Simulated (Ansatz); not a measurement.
# GeH7NOSi: up Jacob's ladder to CCSD(T)

An exercise on one series of results from a longer session: the logs are not shown, and one member is left open.

The runs use Ansatz 0.2.0, Gaussian basis; functionals in def2-TZVPP, the program's frozen cores in correlated methods.

Levels to be run: PBE-D4, r2SCAN-D4, PBE0-D4, B3LYP-D4, ωB97X-V, ωB97M-V, B2PLYP; CCSD(T)/def2-TZVPP; MP2/def2-QZVPP; extrapolation to the limit.

**The relaxed structure**

An earlier PBE0-D4 in a triple-zeta def2 set relaxation fixed the geometry.

SMILES `[OH][GeH2][NH][SiH3]`, 11 atoms, charge 0, spin multiplicity 1.

Atoms are counted from 1 here; the program's logs count them from 0.

Bond lengths: O1–Ge2 1.780 Å, O1–H5 0.960 Å, Ge2–N3 1.830 Å, Ge2–H6 1.532 Å, Ge2–H7 1.536 Å, N3–Si4 1.720 Å, N3–H8 1.010 Å, Si4–H9 1.489 Å, Si4–H10 1.490 Å, Si4–H11 1.486 Å. Angles: Ge2–O1–H5 112.6°, O1–Ge2–N3 110.9°, O1–Ge2–H6 102.8°, O1–Ge2–H7 111.0°, N3–Ge2–H6 111.0°, N3–Ge2–H7 106.3°, H6–Ge2–H7 115.0°, Ge2–N3–Si4 128.4°, Ge2–N3–H8 114.2°, Si4–N3–H8 117.3°, N3–Si4–H9 112.3°, N3–Si4–H10 112.5°, N3–Si4–H11 106.9°, H9–Si4–H10 107.0°, H9–Si4–H11 109.2°, H10–Si4–H11 108.9°.

The first run:

Input file in.yaml:

```yaml
crystal:
  periodic: [false, false, false]
  atoms:
    - {symbol: O, position_ang: [-2.570938, 0.139350, -0.231946]}
    - {symbol: Ge, position_ang: [-1.085154, 0.818583, 0.476035]}
    - {symbol: N, position_ang: [0.231259, -0.449107, 0.569661]}
    - {symbol: Si, position_ang: [1.663659, -0.574765, -0.375006]}
    - {symbol: H, position_ang: [-2.432056, -0.209597, -1.115367]}
    - {symbol: H, position_ang: [-1.539731, 1.241217, 1.876187]}
    - {symbol: H, position_ang: [-0.528612, 1.953567, -0.397313]}
    - {symbol: H, position_ang: [0.047741, -1.187813, 1.233802]}
    - {symbol: H, position_ang: [2.894521, -0.577934, 0.463381]}
    - {symbol: H, position_ang: [1.694122, -1.815308, -1.200593]}
    - {symbol: H, position_ang: [1.690487, 0.604706, -1.278240]}
basis:
  gaussian: {orbitals: def2-TZVPP}
hamiltonian: {xc: pbe, dispersion: d4}
output: {forces: true, orbitals: {seedname: orbitals}}
```

On the command line:

```bash
> ansatz run in.yaml --threads 4 --pin off --events-out ev --progress --plain --max-ram 10444MiB
```

Among the steps run: PBE-D4 (GGA); r2SCAN-D4 (meta-GGA); PBE0-D4 (hybrid); B3LYP-D4 (hybrid); ωB97X-V (range-separated); ωB97M-V (range-separated); B2PLYP (double hybrid); CCSD(T) in def2-TZVPP; MP2 in def2-QZVPP.

One table of the session follows, with a row left open; its other results are not shown here.

```
            method  atomisation energy (kJ/mol)
            PBE-D4                       3466.9
         r2SCAN-D4                       3457.5
           PBE0-D4                       3417.5
          B3LYP-D4                       3463.6
           ωB97X-V                       3500.5
           ωB97M-V                       3472.5
            B2PLYP                       3430.3
     HF/def2-TZVPP                       2448.8
    MP2/def2-TZVPP                       3416.7
   CCSD/def2-TZVPP                       3353.6
CCSD(T)/def2-TZVPP                            ?
           MP2/CBS                       3511.9
       CCSD(T)/CBS                       3494.5
```

**Question.** Estimate the row for CCSD(T)/def2-TZVPP.

**Answer.** atomisation energy (kJ/mol): 3399.2. In the column «atomisation energy (kJ/mol)» it lies between CCSD/def2-TZVPP (3353.6) and MP2/def2-TZVPP (3416.7).
